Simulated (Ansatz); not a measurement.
# C2H8O2Si: a ladder of functionals and wavefunction methods

Aim: compute C2H8O2Si with functionals from several rungs and with coupled cluster. The yardstick is the atomisation energy at the CCSD(T) limit.

Method: functionals in def2-TZVPP, the program's frozen cores in correlated methods; program: Ansatz 0.2.0, Gaussian basis.

The runs, in order: PBE-D4, r2SCAN-D4, PBE0-D4, B3LYP-D4, ωB97X-V, ωB97M-V, B2PLYP; CCSD(T)/def2-TZVPP; MP2/def2-QZVPP; extrapolation to the limit.

## Step 1: Structure used throughout

An earlier PBE0-D4 in a triple-zeta def2 set relaxation fixed the geometry.

SMILES `CO[SiH](C)O`, 13 atoms, charge 0, spin multiplicity 1.

Atoms are counted from 1 here; the program's logs count them from 0.

Bond lengths: C1–O2 1.406 Å, C1–H6 1.096 Å, C1–H7 1.097 Å, C1–H8 1.092 Å, O2–Si3 1.644 Å, Si3–C4 1.850 Å, Si3–O5 1.638 Å, Si3–H9 1.494 Å, C4–H10 1.093 Å, C4–H11 1.093 Å, C4–H12 1.093 Å, O5–H13 0.958 Å. Angles: O2–C1–H6 111.3°, O2–C1–H7 111.8°, O2–C1–H8 108.5°, H6–C1–H7 108.4°, H6–C1–H8 108.2°, H7–C1–H8 108.4°, C1–O2–Si3 123.7°, O2–Si3–C4 113.1°, O2–Si3–O5 107.6°, O2–Si3–H9 106.8°, C4–Si3–O5 106.8°, C4–Si3–H9 111.0°, O5–Si3–H9 111.6°, Si3–C4–H10 110.7°, Si3–C4–H11 110.6°, Si3–C4–H12 110.9°, H10–C4–H11 108.3°, H10–C4–H12 107.9° and more.

## Step 2: PBE-D4 (GGA)

Input file in.yaml:

```yaml
crystal:
  periodic: [false, false, false]
  atoms:
    - {symbol: C, position_ang: [0.843495, -1.689821, -0.771890]}
    - {symbol: O, position_ang: [0.903414, -0.729200, 0.252735]}
    - {symbol: Si, position_ang: [-0.356910, 0.239298, 0.671029]}
    - {symbol: C, position_ang: [-0.598112, 1.658215, -0.491824]}
    - {symbol: O, position_ang: [-0.021584, 0.882099, 2.139966]}
    - {symbol: H, position_ang: [0.933780, -1.224984, -1.760198]}
    - {symbol: H, position_ang: [-0.092807, -2.260745, -0.742004]}
    - {symbol: H, position_ang: [1.674886, -2.385874, -0.644236]}
    - {symbol: H, position_ang: [-1.571895, -0.628656, 0.713966]}
    - {symbol: H, position_ang: [-1.440613, 2.278028, -0.175661]}
    - {symbol: H, position_ang: [0.296118, 2.285091, -0.523431]}
    - {symbol: H, position_ang: [-0.804211, 1.301100, -1.504304]}
    - {symbol: H, position_ang: [0.234440, 0.275439, 2.835872]}
basis:
  gaussian: {orbitals: def2-TZVPP}
hamiltonian: {xc: pbe, dispersion: d4}
output: {forces: true, orbitals: {seedname: orbitals}}
```

On the command line:

```sh
$ ansatz run in.yaml --threads 2 --pin off --events-out ev --progress --plain --max-ram 32768MiB --backend cuda --devices 0, --max-vram 18GiB
```

Further steps of the session: r2SCAN-D4 (meta-GGA); PBE0-D4 (hybrid); B3LYP-D4 (hybrid); ωB97X-V (range-separated); ωB97M-V (range-separated); B2PLYP (double hybrid); CCSD(T) in def2-TZVPP; MP2 in def2-QZVPP.

**Question.** What will the summary of the whole plan be? Wanted: atomisation energy, CCSD(T)/CBS; farthest; mean size of error, hybrid; mean size of error, range-separated; gap, smallest and largest; T1 diagnostic; triples share of the correlation energy.

The runs gave:

```
                               quantity                                  value
        atomisation energy, CCSD(T)/CBS                          5008.3 kJ/mol
 functionals within 25.0 kJ/mol (0.5 %)  r2SCAN-D4, B3LYP-D4, ωB97X-V, ωB97M-V
                               farthest                  B2PLYP (-64.9 kJ/mol)
             mean size of error, hybrid                            30.9 kJ/mol
    mean size of error, range-separated                             2.8 kJ/mol
              gap, smallest and largest   6.50 eV (PBE-D4), 13.26 eV (ωB97X-V)
                          T1 diagnostic                                 0.0108
triples share of the correlation energy                                  3.4 %
```

**Reading.** PBE-D4 misses by +36.1 kJ/mol. Double hybrids carry the basis error of their MP2 part in triple zeta, and no dispersion term here, so their miss is partly the set-up's. Misses under about 25.0 kJ/mol are within the doubt on the reference itself, which lacks core-valence correlation, relativity and higher excitations. Hartree-Fock recovers 74 % of the binding; the rest is correlation. Orbital gaps span 6.5 to 13.3 eV; exact exchange widens them.
